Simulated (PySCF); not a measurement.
# C6H18N2Si (Si(NMe2)2Me2): the cost of one run

The runs use PySCF 2.14.0, with density-fitted response routines of our own; the level of theory stands in each step. All values are computed, except where a source is named. Atoms are numbered from 0 throughout.

## Step 1: The starting structure

27 atoms, charge 0, multiplicity 1; geometry from: GFN2-xTB. The atoms were then displaced at random by about 0.03 Å, so the start is not that level's minimum.

Bonds of the start (Å): Si0–N1 1.73, Si0–N10 1.64, Si0–C19 2.05, Si0–C23 1.88, N1–C2 1.47, N1–C3 1.52, C2–H4 1.09, C2–H5 1.05, C2–H6 1.14, C3–H7 1.04, C3–H8 1.13, C3–H9 1.16, N10–C11 1.46, N10–C12 1.44, C11–H13 1.07, C11–H14 1.13, C11–H15 1.08, C12–H16 1.04, C12–H17 1.17, C12–H18 1.10, C19–H20 1.13, C19–H21 1.02, C19–H22 0.99, C23–H24 1.03, C23–H25 1.06, C23–H26 1.03.

## Step 2: Geometry optimisation at PBE0-D3(BJ)/def2-SVP

The job: settings as JSON, then the geometry in Å.

```
{"job": {"xc": "PBE0", "basis": "def2-SVP", "d3": "d3bj", "grid": 1, "maxiter": 40, "shake": 0.03, "kind": "geom"}, "charge": 0, "multiplicity": 1}
Si    -0.431700    -0.074250    -0.354810
N     -0.435520     0.177100     1.353810
C     -1.653250     0.475480     2.120540
C      0.717620    -0.426460     2.135800
H     -2.053400    -0.450190     2.523530
H     -2.340870     1.001700     1.522230
H     -1.298950     1.127860     2.985610
H      1.538900    -0.584980     1.510870
H      0.891520     0.235820     3.037420
H      0.286800    -1.403160     2.593510
N      1.057530     0.027190    -1.041310
C      1.892270    -1.135040    -1.308580
C      1.794560     1.268150    -1.099470
H      2.319500    -1.037880    -2.280620
H      1.227380    -2.049750    -1.341290
H      2.654840    -1.238600    -0.547650
H      1.246630     2.133110    -0.916900
H      2.616230     1.236480    -0.266310
H      2.382340     1.322960    -2.027040
C     -1.553680     1.509400    -1.018950
H     -1.272500     1.692750    -2.096780
H     -1.265430     2.329080    -0.488680
H     -2.524640     1.332670    -1.061770
C     -1.359470    -1.610050    -0.928960
H     -2.349800    -1.627820    -0.636230
H     -0.946600    -2.443950    -0.416460
H     -1.292870    -1.833270    -1.931110
```

On the command line:

```bash
$ OMP_NUM_THREADS=1 python probes_run.py task.json out
```

This one command runs all jobs of the session in turn.

**Question.** How long does this first job take on 1 thread of Intel Xeon Platinum 8488C, shared host, and how much memory does it need?

About 9.9 min, with a peak of 1.1 GiB.
